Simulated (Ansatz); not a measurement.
# WF (R3m) in Ansatz: a series of runs

The runs below take WF through projected density of states, with PBE+U.

Program: Ansatz 0.2.0. These are calculated values, not measurements. Logs are shortened: lines on timing, memory, paths and dates and some standing lists are left out, and cuts for length are marked.

## (1) The crystal as given

The structure is trigonal, space group R3m (No. 160). Conventional cell: a = 2.732 Å, b = 2.732 Å, c = 15.209 Å, α = 90.00°, β = 90.00°, γ = 120.00°. Around W (site symmetry 3m) lie 1 F at 1.87 Å. F (site symmetry 3m) has 1 W at 1.87 Å as nearest neighbours.

The cell was built by a generator and needn't be a form met in nature.

## (2) Projected density of states, PBE+U

input.yaml

```yaml
crystal:
  lattice:
    - [1.36589, 0.7886, 5.0696]
    - [-1.36589, 0.7886, 5.0696]
    - [0.0, -1.57719, 5.0696]
  atoms:
    - { symbol: W, position: [0.81412, 0.81412, 0.81412] }
    - { symbol: F, position: [0.93712, 0.93712, 0.93712] }
hamiltonian:
  xc: pbe
  pseudopotentials: { kind: paw }
  hubbard: { sites: [{ species: W, l: d, u_eff: 4.0 }] }
kpoints:
  mp_grid: { grid: [11, 11, 11] }
scf:
  occupations: { method: fermi_dirac, width: 0.05 }
  n_extra_bands: 6
output:
  forces: true
  stress: true
  eigenvalues: true
  dos: { projected: true, de: 0.05, nscf_kmesh: { grid: [17, 17, 17] } }
```

Potentials or basis: Ansatz PAW.

Run with:

```bash
$ ansatz run input.yaml --threads 2 --pin off --max-ram 5632MiB --backend cpu --events-out ev --progress --plain --runs-dir out
```

The log of the run:

```text
Warning: RAYON_NUM_THREADS=2 ignored (pool sized by the plan → 2); use --threads N
basis.fft_grid_basis auto: the FFT boxes are laid along the combinations [[1, 0, -1], [0, 1, -1], [0, 0, 1]] of the cell's own vectors, 2.732, 2.732 and 5.309 Å long. The dense box has 20×20×36 points. Along the cell's own vectors, as sized, it would have 36×36×36, 3.24 times as many. Of the 6 symmetry operations that the crystal satisfies within crystal.symmetry.tolerance (time reversal apart; of a slab, those that keep its plane) the dense box along the cell's own vectors carries 6, and the one as laid loses 4 of those. basis.fft_grid_basis: typed keeps the cell's own vectors: state it where this run's energies or levels are differenced outside the engine with another run's, or held beside a run that keeps those vectors.
W: projections on atomic orbitals take those of the free atom [Kr 4d10 4f14] 5s2 5p6 5d4 6s2, of charge +0.00 (hamiltonian.pseudopotentials.projection_atoms); the dataset's partial waves leave at most 6.5e-5 of an orbital's norm unspanned inside its sphere
F: projections on atomic orbitals take those of the free atom [He] 2s2 2p5, of charge +0.00 (hamiltonian.pseudopotentials.projection_atoms); the dataset's partial waves leave at most 1.6e-8 of an orbital's norm unspanned inside its sphere
scf.n_extra_bands = 6 over 11 filled bands (N_el = 21.0): the run solves 17 bands
Engine: ansatz 0.2.0, x86_64-unknown-linux-gnu
Pseudopotentials: kind: paw
Pseudopotential: W, paw, valence charge 14, recommended cutoff 420 eV (normal), W.paw.azcp
Pseudopotential: F, paw, valence charge 7, recommended cutoff 420 eV (normal), F.paw.azcp
Functional definition: PBE
  parameter kappa = 0.804
  parameter beta = 0.06672455060314922
  exchange = pbe_x(kappa = kappa, mu = beta*pi^2/3)
  correlation = pbe_c(beta = beta)
Crystal: 2 atoms, lattice volume = 32.764 Å³
Basis set: ecut = 420 eV, 635 PW (Γ), FFT grids on a1−a3, a2−a3, a3, exchange–correlation on 40×40×72 points (8 copies of the dense FFT grid, shifted against one another)
Bands: 17, of which v1, the nominal top of the filled ones, is band 11 counted from 1 (10 counted from 0)
Symmetry: 6 space group operations
Space group: R3m (ITA 160), of the structure as read, at distance tolerance 3.2e-5 Å
k-points: 146 of 1331 (time reversal used)
Non-local potential: W, projectors of the file, l = 0: 3, l = 1: 2, l = 2: 2, l = 3: 1
Non-local potential: F, projectors of the file, l = 0: 2, l = 1: 2, l = 2: 1
PAW form: soft (Blöchl's): semilocal exchange-correlation on the pseudo side does not see the compensation charge
PAW one-centre angular grid: W, 590 points (default); XC on 64 Gauss nodes
PAW one-centre angular grid: F, 110 points (default); XC on 64 Gauss nodes
Initial density: superposition of atomic densities (chi_scale 0.1, normalization cell, long waves of neutral atoms under a Hubbard term (reshape's long-wave potential 0.37 eV rms, cloud 2.19 Å wide))
Initial wavefunctions: pseudopotential atomic-orbital guess
Functional: x = pbe(κ = 0.804, μ = 0.2195149727645171), c = pbe(β = 0.06672455060314922)
SCF iter   1: F=—  HF=-11194.181239 eV  |F-HF|=—  |Δ(HF+E_count)|=         —  Δρ=4.20e-1  dr2=1.02e2  ethr=3.10e-3  ⟨swp⟩=6.1  Hψ=14228  notcnv=0
preconditioner: auto → LDOS  [metal: Δε(μ)=0.004 eV  Ē_g=12.589 eV  σ=0.050 eV  W_gap=0.02  n_scr=4 (ndim 8)  ℏωp=23.4 eV  f_vac=0.037  D(μ)=1.86/eV (n_scr^D=22)  β→1.0]
SCF iter   2: F=—  HF=-11183.955870 eV  |F-HF|=—  |Δ(HF+E_count)|=    1.02e1  Δρ=1.37e-1  dr2=2.35e0  ethr=3.10e-3  ⟨swp⟩=4.0  Hψ=7731  notcnv=0  defer=188
SCF iter   3: F=—  HF=-11186.722821 eV  |F-HF|=—  |Δ(HF+E_count)|=    2.77e0  Δρ=5.01e-2  dr2=4.91e-1  ethr=3.10e-3  ⟨swp⟩=2.0  Hψ=5291  notcnv=0  defer=258
SCF iter   4: F=—  HF=-11186.749998 eV  |F-HF|=—  |Δ(HF+E_count)|=   2.72e-2  Δρ=1.66e-2  dr2=6.59e-2  ethr=2.34e-3  ⟨swp⟩=2.1  Hψ=4753  notcnv=0  defer=229
SCF iter   5: F=—  HF=-11186.738721 eV  |F-HF|=—  |Δ(HF+E_count)|=   1.13e-2  Δρ=4.37e-3  dr2=6.00e-3  ethr=3.14e-4  ⟨swp⟩=3.1  Hψ=4161  notcnv=0  defer=229
SCF iter   6: F=—  HF=-11186.738524 eV  |F-HF|=—  |Δ(HF+E_count)|=   1.97e-4  Δρ=3.34e-3  dr2=4.05e-3  ethr=2.86e-5  ⟨swp⟩=2.0  Hψ=4518  notcnv=0  defer=235
SCF iter   7: F=—  HF=-11186.737963 eV  |F-HF|=—  |Δ(HF+E_count)|=   5.61e-4  Δρ=1.19e-3  dr2=7.32e-4  ethr=1.93e-5  ⟨swp⟩=1.0  Hψ=2247  notcnv=0  defer=235
SCF iter   8: F=—  HF=-11186.737800 eV  |F-HF|=—  |Δ(HF+E_count)|=   1.63e-4  Δρ=3.02e-4  dr2=3.68e-5  ethr=3.49e-6  ⟨swp⟩=1.0  Hψ=2661  notcnv=0  defer=235
SCF iter   9: F=—  HF=-11186.737796 eV  |F-HF|=—  |Δ(HF+E_count)|=   3.48e-6  Δρ=1.03e-4  dr2=2.83e-6  ethr=1.75e-7  ⟨swp⟩=2.1  Hψ=3217  notcnv=0  defer=235
SCF iter  10: F=—  HF=-11186.737796 eV  |F-HF|=—  |Δ(HF+E_count)|=   2.33e-7  Δρ=2.94e-5  dr2=2.21e-7  ethr=1.35e-8  ⟨swp⟩=2.2  Hψ=2850  notcnv=0  defer=235
SCF iter  11: F=-11186.737796 eV  HF=-11186.737796 eV  |F-HF|=2.97e-9  |Δ(HF+E_count)|=   2.27e-9  Δρ=6.34e-6  dr2=8.85e-9  ethr=4.76e-10  ⟨swp⟩=11.2  Hψ=13714  notcnv=0
SCF 1 converged in 11 iterations: F = -11186.737796 eV  dr2 = 8.85e-9
NSCF: frozen V_eff on 489 k-points
SCF converged after 11 iterations
Free energy (F): -11186.737796 eV
Harris-Foulkes:  -11186.737796 eV  (|F-HF|=2.97e-9)
Internal energy: -11186.723606 eV  (E = F + TS)
E sigma→0 (E₀):  -11186.730701 eV
Entropy (-TS):   -0.014190 eV (-7.095 meV/atom)
Fermi energy:    10.943229 eV
--- Per-component energies (eV) ---
  E_band       = -241.168548
  E_kinetic    = 652.863848
  E_local      = -1763.980136  (includes V_loc(G=0)·N_el)
  E_nonlocal   = 75.755110
  E_hartree    = 661.222380
  E_xc         = -344.124768
  E_vxc        = -337.618400  (∫ρ·V_xc dr)
  E_hubbard    = 4.710067  (on-site DFT+U / exact-exchange correction)
  E_vhub       = 0.057555  (the Hubbard potential's part of the band-sum identity)
  E_paw        = -8762.895017  (= ΣΔE_a)
  E_vpaw       = -190.696526  (= ΣTr[D̂ρ^β])
  E_aug_tail   = 0.001996  (compensation charges beyond the density's cutoff)
  E_ewald      = -1710.277086
  E_smearing   = -0.014190  (= −TS)
  E_closure    = -0.000000  (closes the sum)
  Σ components = -11186.737796   (vs F -11186.737796, Δ=0.00e0)
--- Forces (eV/Å), atoms counted from 1 ---
  atom   1  W      0.00000000    -0.00000002    -0.06810941
  atom   2  F      0.00000000     0.00000002     0.06819561
  max |Σ_I F_I| component: 8.62e-5 eV/Å
--- Stress (GPa, compression-positive) ---
        3.202457       0.000000       0.000000
        0.000000       3.202457      -0.000001
        0.000000      -0.000001      -0.600894
  P = ⅓ Tr σ = 1.9347 GPa (19.347 kbar)
--- Band table (eV; the first three rows and the last of 146) ---
  k-point 0: bands = ["-63.1786", "-28.0639", "-26.5435", "-26.5435", "-13.2444", "4.2526", "4.5527", "6.8620", "6.8620", "10.3736", "10.3736", "10.8396", "14.7806", "14.7806", "16.9582", "22.1051", "25.4950"]
  k-point 1: bands = ["-63.1708", "-28.0487", "-26.6507", "-26.5682", "-13.2074", "4.3084", "4.8840", "6.6627", "6.8200", "10.0531", "10.7141", "10.8782", "14.2013", "14.6833", "17.8805", "22.2190", "26.3145"]
  k-point 2: bands = ["-63.1496", "-28.0081", "-26.9326", "-26.6340", "-13.1072", "4.4074", "5.4891", "6.4115", "6.7090", "9.4869", "10.8560", "11.6995", "13.6286", "14.4340", "19.4642", "22.5743", "27.9540"]
  k-point 145: bands = ["-63.1693", "-28.0505", "-26.6507", "-26.5683", "-13.1945", "3.5639", "5.2705", "6.6345", "6.8290", "10.0538", "10.7135", "11.8223", "14.4394", "14.6467", "17.0787", "23.5520", "26.2542"]
Occupation matrices written to <dir>
```

Run time: 15 s. Hardware: 2 threads of Intel Xeon Platinum 8259CL at 2.50GHz (Skylake/Cascade Lake), shared host; peak memory 0.53 GiB.

What came out:

```yaml
Free_energy: -11186.7378 eV
Pressure: 1.9 GPa
Largest_force: 0.068 eV/Å
Band_gap_on_the_k_mesh: none (metal or under the smearing width)
Density_of_states_at_the_Fermi_level: 1.85 states/eV per cell
```

Forces in eV/Å, atoms in the order of the input:
```
W    0.000  0.000 -0.068
F    0.000  0.000  0.068
```

Stress tensor (GPa, compression positive):
```
 3.20  0.00  0.00
 0.00  3.20  0.00
 0.00  0.00 -0.60
```

States per cell in windows of 1 eV (zero at the Fermi level; states under -8 eV left out):
```tsv
from (eV)	total	W 5d	F 2p	W 6s	F 2s	W 5p
-8.0	0.12	0.00	0.08	0.03	0.00	0.00
-7.0	3.23	0.41	2.64	0.10	0.05	0.02
-6.0	1.13	0.19	0.79	0.13	0.00	0.01
-5.0	2.59	0.77	1.63	0.16	0.00	0.01
-4.0	0.59	0.44	0.04	0.10	0.00	0.01
-3.0	0.39	0.35	0.01	0.02	0.00	0.01
-2.0	1.75	1.41	0.12	0.17	0.00	0.01
-1.0	1.05	0.87	0.11	0.04	0.00	0.01
0.0	1.11	0.83	0.10	0.09	0.00	0.01
1.0	0.84	0.68	0.05	0.06	0.00	0.00
2.0	1.43	1.15	0.09	0.08	0.01	0.00
3.0	1.94	1.42	0.16	0.16	0.03	0.00
4.0	0.85	0.61	0.08	0.07	0.02	0.00
5.0	0.30	0.22	0.00	0.04	0.00	0.00
6.0	0.34	0.15	0.01	0.05	0.00	0.00
7.0	0.36	0.09	0.01	0.06	0.00	0.00
```

Eigenvalues of the final occupation matrices:
```
  site  spin  trace               eigenvalues
site 1     1   2.34  0.30 0.42 0.42 0.60 0.60
```

Caveat: the pressure holds a Pulay correction of +0.4 GPa for the finite cutoff; an odd number of electrons without spin polarisation forces a metal; a magnetic or distorted state may lie lower; U without spin polarisation on a metal has little footing; the density of states is complete only up to the lowest level of the last band computed. The run has no spin-orbit coupling, so splittings on W are missing.

## (3) Projected density of states, PBE+U

Edit input.yaml of step 2 so:

```diff
@@ -11,3 +11,3 @@
   pseudopotentials: { kind: paw }
-  hubbard: { sites: [{ species: W, l: d, u_eff: 4.0 }] }
+  hubbard: { sites: [{ species: W, l: d, u_eff: 5.0 }] }
 kpoints:
```

Potentials or basis: Ansatz PAW.

Run with:

```bash
$ ansatz run input.yaml --threads 2 --pin off --max-ram 5632MiB --backend cpu --events-out ev --progress --plain --runs-dir out
```

The log of the run:

```text
Warning: RAYON_NUM_THREADS=2 ignored (pool sized by the plan → 2); use --threads N
basis.fft_grid_basis auto: the FFT boxes are laid along the combinations [[1, 0, -1], [0, 1, -1], [0, 0, 1]] of the cell's own vectors, 2.732, 2.732 and 5.309 Å long. The dense box has 20×20×36 points. Along the cell's own vectors, as sized, it would have 36×36×36, 3.24 times as many. Of the 6 symmetry operations that the crystal satisfies within crystal.symmetry.tolerance (time reversal apart; of a slab, those that keep its plane) the dense box along the cell's own vectors carries 6, and the one as laid loses 4 of those. basis.fft_grid_basis: typed keeps the cell's own vectors: state it where this run's energies or levels are differenced outside the engine with another run's, or held beside a run that keeps those vectors.
W: projections on atomic orbitals take those of the free atom [Kr 4d10 4f14] 5s2 5p6 5d4 6s2, of charge +0.00 (hamiltonian.pseudopotentials.projection_atoms); the dataset's partial waves leave at most 6.5e-5 of an orbital's norm unspanned inside its sphere
F: projections on atomic orbitals take those of the free atom [He] 2s2 2p5, of charge +0.00 (hamiltonian.pseudopotentials.projection_atoms); the dataset's partial waves leave at most 1.6e-8 of an orbital's norm unspanned inside its sphere
scf.n_extra_bands = 6 over 11 filled bands (N_el = 21.0): the run solves 17 bands
[... 9 set-up lines as earlier in the session ...]
Crystal: 2 atoms, lattice volume = 32.764 Å³
Basis set: ecut = 420 eV, 635 PW (Γ), FFT grids on a1−a3, a2−a3, a3, exchange–correlation on 40×40×72 points (8 copies of the dense FFT grid, shifted against one another)
[... 35 lines left out ...]
  E_band       = -240.859170
  E_kinetic    = 652.979856
  E_local      = -1764.354027  (includes V_loc(G=0)·N_el)
  E_nonlocal   = 75.777676
  E_hartree    = 661.559162
  E_xc         = -344.151525
  E_vxc        = -337.651448  (∫ρ·V_xc dr)
  E_hubbard    = 5.836516  (on-site DFT+U / exact-exchange correction)
  E_vhub       = -0.006515  (the Hubbard potential's part of the band-sum identity)
  E_paw        = -8762.925530  (= ΣΔE_a)
  E_vpaw       = -190.729125  (= ΣTr[D̂ρ^β])
  E_aug_tail   = 0.001997  (compensation charges beyond the density's cutoff)
  E_ewald      = -1710.277086
  E_smearing   = -0.012382  (= −TS)
  E_closure    = 0.000000  (closes the sum)
  Σ components = -11185.565343   (vs F -11185.565343, Δ=0.00e0)
--- Forces (eV/Å), atoms counted from 1 ---
  atom   1  W      0.00000000    -0.00000004    -0.13562922
  atom   2  F      0.00000000     0.00000004     0.13524998
  max |Σ_I F_I| component: 3.79e-4 eV/Å
--- Stress (GPa, compression-positive) ---
        3.724133       0.000000      -0.000000
       -0.000000       3.724133      -0.000001
        0.000000      -0.000001      -0.131963
  P = ⅓ Tr σ = 2.4388 GPa (24.388 kbar)
--- Band table (eV; the first three rows and the last of 146) ---
  k-point 0: bands = ["-63.1844", "-28.0949", "-26.5387", "-26.5387", "-13.1800", "4.2884", "4.6459", "6.9190", "6.9190", "10.2473", "10.2473", "10.9666", "14.8522", "14.8522", "17.0114", "22.1146", "25.5040"]
  k-point 1: bands = ["-63.1772", "-28.0795", "-26.6455", "-26.5636", "-13.1428", "4.3497", "4.9670", "6.7208", "6.8770", "9.9280", "10.5879", "11.0066", "14.2867", "14.7548", "17.9206", "22.2285", "26.3233"]
  k-point 2: bands = ["-63.1574", "-28.0388", "-26.9266", "-26.6294", "-13.0423", "4.4567", "5.5452", "6.4657", "6.7658", "9.3772", "10.9785", "11.5736", "13.7376", "14.5057", "19.4936", "22.5839", "27.9631"]
  k-point 145: bands = ["-63.1752", "-28.0812", "-26.6455", "-26.5636", "-13.1354", "3.5924", "5.4027", "6.6925", "6.8859", "9.9286", "10.5874", "11.8952", "14.5177", "14.7182", "17.1500", "23.5575", "26.2627"]
Occupation matrices written to <dir>
```

dos.tsv:

```text
# E-E_F[eV]	g_bin_mean(E)[states/eV]	N(E)
# format = ansatz-dos/2
# fermi_ev = 11.054321
# fermi_mp_grid = 17 17 17
# fermi_mp_shift = 0 0 0
# nscf_kmesh_grid = 17 17 17
# nscf_kmesh_shift = 0 0 0
# tetrahedron_fermi_ev = 11.061500
# g_bin_mean(E): the states in a bin one row spacing wide, centred on E, divided by that spacing. States that the method places at a single energy (under output.dos.method: tetrahedron, those of a tetrahedron whose four corners have one energy) are counted whole in the row whose bin holds that energy (on the edge of two bins, in the lower row). The sum of g_bin_mean over a run of rows, times the row spacing, is the number of states from half a spacing under the first of them to half a spacing over the last (a plain sum, not the trapezoid rule).
-74.738769	0.000000e0	0.000000e0
-74.688769	0.000000e0	0.000000e0
-74.638769	0.000000e0	0.000000e0
-74.588769	0.000000e0	0.000000e0
-74.538769	0.000000e0	0.000000e0
-74.488769	0.000000e0	0.000000e0
[... 1838 lines left out ...]
17.461231	0.000000e0	3.400000e1
17.511231	0.000000e0	3.400000e1
```

occupation_matrices:

```text
# The occupation matrices of the corrected shells as a run of Ansatz 0.0.0 ended. An entry of
# hamiltonian.hubbard.sites starts from them by `starting_ns: <path of this file>`, where that key's refused
# combinations let it.
# Free energy -11185.565343 eV.
# projection_atom_W: [Kr 4d10 4f14] 5s2 5p6 5d4 6s2
# projection_atom_F: [He] 2s2 2p5
format: ansatz-occupation-matrices/1
state: converged
spin: unpolarized
projectors: all-electron-ortho-atomic
projection_frame: null
lattice: # Å
  - [1.3658897466730857, 0.7885984795918344, 5.069599740744048]
  - [-1.3658897466730857, 0.7885984795918344, 5.069599740744048]
  - [0.0, -1.5771919591832058, 5.069600518514371]
atoms: # fractions of the lattice vectors
  - {symbol: W, position: [0.81412, 0.81412, 0.81412]}
  - {symbol: F, position: [0.93712, 0.93712, 0.93712]}
sites: # a site counts the atoms from 0
  - {site: 0, l: d, shell: 5, starting_ns: [{spin: up, occupation_matrix: site0_d}]} # 4.672 electrons, filled orbitals 0
occupation_matrices: # on the real harmonics m = 0, +1, -1, ... of the Cartesian axes; of spinors up first
  site0_d:
    matrix:
      - [0.2837338693325562, -4.359960272850886e-20, 7.712336950665866e-8, 8.406452264838589e-11, 1.762645518209903e-18]
      - [-4.359960272850886e-20, 0.4191749071249156, -2.207471657624578e-18, -4.0388596251951884e-20, 0.0001477010487249355]
      - [7.71233695063334e-8, 1.2619752943290364e-18, 0.4191749069307217, 0.00014757760917431212, -4.1938605279874355e-20]
      - [8.406451917893894e-11, -4.0388596251951884e-20, 0.00014757760917431207, 0.606911633524413, -3.6409037188867555e-18]
      - [1.762645518209903e-18, 0.0001477010487249354, 1.2271503344400868e-20, 3.297990185020473e-18, 0.606911633330263]
```

Run time: 14 s. Hardware: 2 threads of Intel Xeon Platinum 8259CL at 2.50GHz (Skylake/Cascade Lake), shared host; peak memory 0.53 GiB.

Results:

- Free energy: -11185.5653 eV
- Pressure: 2.4 GPa
- Largest force: 0.136 eV/Å
- Band gap on the k mesh: none (metal or under the smearing width)
- Density of states at the Fermi level: 1.89 states/eV per cell

Forces in eV/Å, atoms in the order of the input:
```
W    0.000  0.000 -0.136
F    0.000  0.000  0.135
```

Levels at points of the mesh, in eV from the Fermi level:
| k point | band 8 | band 9 | band 10 | band 11 | band 12 | band 13 |
| --- | --- | --- | --- | --- | --- | --- |
| (0.00, 0.00, 0.00) | -4.09 | -4.09 | -0.77 | -0.77 | -0.05 | 3.84 |

States per cell in windows of 0.5 eV (zero at the Fermi level; states under -8 eV left out):
```
from (eV)  total  W 5d  F 2p  W 6s  F 2s  W 5p
     -8.0   0.01  0.00  0.01  0.00  0.00  0.00
     -7.5   0.16  0.00  0.11  0.04  0.00  0.00
     -7.0   1.40  0.18  1.13  0.05  0.02  0.01
     -6.5   1.85  0.23  1.53  0.04  0.03  0.01
     -6.0   0.63  0.11  0.41  0.09  0.00  0.00
     -5.5   0.72  0.22  0.46  0.04  0.00  0.00
     -5.0   1.25  0.34  0.85  0.06  0.00  0.00
     -4.5   1.19  0.39  0.67  0.12  0.00  0.00
     -4.0   0.31  0.22  0.02  0.05  0.00  0.00
     -3.5   0.26  0.21  0.01  0.03  0.00  0.00
     -3.0   0.17  0.15  0.00  0.00  0.00  0.00
     -2.5   0.26  0.23  0.00  0.02  0.00  0.00
     -2.0   0.54  0.43  0.01  0.09  0.00  0.01
     -1.5   1.23  0.99  0.11  0.09  0.00  0.01
     -1.0   0.15  0.14  0.01  0.00  0.00  0.00
     -0.5   0.93  0.74  0.11  0.04  0.00  0.01
      0.0   0.57  0.43  0.05  0.05  0.00  0.00
      0.5   0.45  0.33  0.04  0.04  0.00  0.00
      1.0   0.39  0.31  0.02  0.03  0.00  0.00
      1.5   0.45  0.36  0.03  0.03  0.00  0.00
      2.0   0.67  0.56  0.04  0.04  0.00  0.00
      2.5   0.73  0.57  0.06  0.04  0.01  0.00
      3.0   1.10  0.82  0.08  0.09  0.02  0.00
      3.5   0.76  0.55  0.06  0.06  0.01  0.00
      4.0   0.73  0.51  0.08  0.06  0.02  0.00
      4.5   0.16  0.13  0.01  0.02  0.00  0.00
      5.0   0.14  0.11  0.00  0.02  0.00  0.00
      5.5   0.16  0.10  0.00  0.02  0.00  0.00
      6.0   0.16  0.07  0.00  0.03  0.00  0.00
      6.5   0.17  0.06  0.00  0.03  0.00  0.00
      7.0   0.17  0.04  0.00  0.03  0.00  0.00
      7.5   0.20  0.04  0.00  0.04  0.00  0.00
```

Eigenvalues of the final occupation matrices:
```
  site  spin  trace               eigenvalues
site 1     1   2.34  0.28 0.42 0.42 0.61 0.61
```

Caveat: the pressure holds a Pulay correction of +0.4 GPa for the finite cutoff; an odd number of electrons without spin polarisation forces a metal; a magnetic or distorted state may lie lower; U without spin polarisation on a metal has little footing; the density of states is complete only up to the lowest level of the last band computed.

(Part 1 of 2 ends here.)
